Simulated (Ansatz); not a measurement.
# C₃H₃ClFGaO₂: a ladder of functionals and wavefunction methods

One table from this session's results is given with a row withheld; the runs are named, their logs left out.

Program: Ansatz 0.2.0, Gaussian basis. Level of theory: functionals in def2-TZVPP, the program's frozen cores in correlated methods. These are calculated values, not measurements.

Plan: LDA (SPW92), PBE-D4, revPBE-D4, BLYP-D4, r2SCAN-D4, B97M-V, PBE0-D4, B3LYP-D4, r2SCANh-D4, r2SCAN0-D4, HSE06-D4, BHLYP-D4, CAM-B3LYP-D4, LC-ωPBE, ωB97X-V, ωB97M-V, B2PLYP, PBE-QIDH; CCSD(T)/def2-SVP; CCSD(T)/def2-TZVPP; MP2/def2-QZVPP; extrapolation to the limit; RPA on PBE.

### Structure used throughout

An earlier PBE0-D4 in a triple-zeta def2 set relaxation fixed the geometry.

SMILES `[F][Ga-]1([Cl])[O]C=CC=[O+]1`, 11 atoms, charge 0, spin multiplicity 1.

Atoms are counted from 1 here; the program's logs count them from 0.

Bond lengths: F1–Ga2 1.746 Å, Ga2–Cl3 2.125 Å, Ga2–O4 1.903 Å, Ga2–O8 1.903 Å, O4–C5 1.268 Å, C5–C6 1.389 Å, C5–H9 1.094 Å, C6–C7 1.389 Å, C6–H10 1.081 Å, C7–O8 1.268 Å, C7–H11 1.094 Å. Angles: F1–Ga2–Cl3 120.1°, F1–Ga2–O4 107.5°, F1–Ga2–O8 107.5°, Cl3–Ga2–O4 111.3°, Cl3–Ga2–O8 111.3°, O4–Ga2–O8 96.4°, Ga2–O4–C5 122.9°, O4–C5–C6 127.1°, O4–C5–H9 114.8°, C6–C5–H9 118.1°, C5–C6–C7 123.5°, C5–C6–H10 118.2°, C7–C6–H10 118.2°, C6–C7–O8 127.1°, C6–C7–H11 118.1°, O8–C7–H11 114.8°, Ga2–O8–C7 122.9°.

The first run:

Contents of in.yaml:

```yaml
crystal:
  periodic: [false, false, false]
  atoms:
    - {symbol: F, position_ang: [-1.436948, -2.609735, -0.193978]}
    - {symbol: Ga, position_ang: [-0.742102, -1.230697, -1.009675]}
    - {symbol: Cl, position_ang: [-0.825829, -1.092643, -3.128696]}
    - {symbol: O, position_ang: [-1.443665, 0.334754, -0.185634]}
    - {symbol: C, position_ang: [-0.745012, 1.101508, 0.543269]}
    - {symbol: C, position_ang: [0.602394, 0.966055, 0.851318]}
    - {symbol: C, position_ang: [1.396145, -0.072490, 0.382180]}
    - {symbol: O, position_ang: [1.039508, -1.026797, -0.372451]}
    - {symbol: H, position_ang: [-1.285647, 1.955808, 0.962127]}
    - {symbol: H, position_ang: [1.057770, 1.708830, 1.490866]}
    - {symbol: H, position_ang: [2.448687, -0.091694, 0.681072]}
basis:
  gaussian: {orbitals: def2-TZVPP}
hamiltonian: {xc: lda}
output: {orbitals: {seedname: orbitals}}
```

On the command line:

```sh
> ansatz run in.yaml --threads 2 --pin off --events-out ev --progress --plain --max-ram 32768MiB --backend cuda --devices 0, --max-vram 18GiB
```

Steps of the session up to this table: LDA; PBE-D4 (GGA); revPBE-D4 (GGA); BLYP-D4 (GGA); r2SCAN-D4 (meta-GGA); B97M-V (meta-GGA); B3LYP-D4 (hybrid); r2SCANh-D4 (hybrid); r2SCAN0-D4 (hybrid); HSE06-D4 (hybrid); BHLYP-D4 (hybrid); CAM-B3LYP-D4 (range-separated); LC-ωPBE (range-separated); ωB97X-V (range-separated); ωB97M-V (range-separated); B2PLYP (double hybrid); PBE-QIDH (double hybrid).

One table of the session follows, with a row left open; its other results are not shown here.

It belongs to the step «Orbital energies across the functionals». 

| functional | HOMO (eV) | LUMO (eV) | gap (eV) |
| --- | --- | --- | --- |
| LDA (SPW92) | -7.36 | -3.99 | 3.38 |
| PBE-D4 | -7.13 | -3.70 | 3.42 |
| revPBE-D4 | -7.05 | -3.60 | 3.44 |
| BLYP-D4 | -6.98 | -3.57 | 3.41 |
| r2SCAN-D4 | -7.38 | -3.60 | 3.78 |
| B97M-V | ? | ? | ? |
| PBE0-D4 | -8.26 | -2.83 | 5.43 |
| B3LYP-D4 | -8.05 | -3.04 | 5.01 |
| r2SCANh-D4 | -7.80 | -3.27 | 4.53 |
| r2SCAN0-D4 | -8.44 | -2.76 | 5.67 |
| HSE06-D4 | -7.86 | -3.21 | 4.65 |
| BHLYP-D4 | -9.26 | -1.79 | 7.47 |
| CAM-B3LYP-D4 | -9.52 | -1.72 | 7.80 |
| LC-ωPBE | -10.78 | -0.62 | 10.15 |
| ωB97X-V | -10.44 | -0.63 | 9.82 |
| ωB97M-V | -10.36 | -0.68 | 9.68 |

**Question.** Estimate the row for B97M-V.

As computed: HOMO (eV): -7.36; LUMO (eV): -3.49; gap (eV): 3.87.
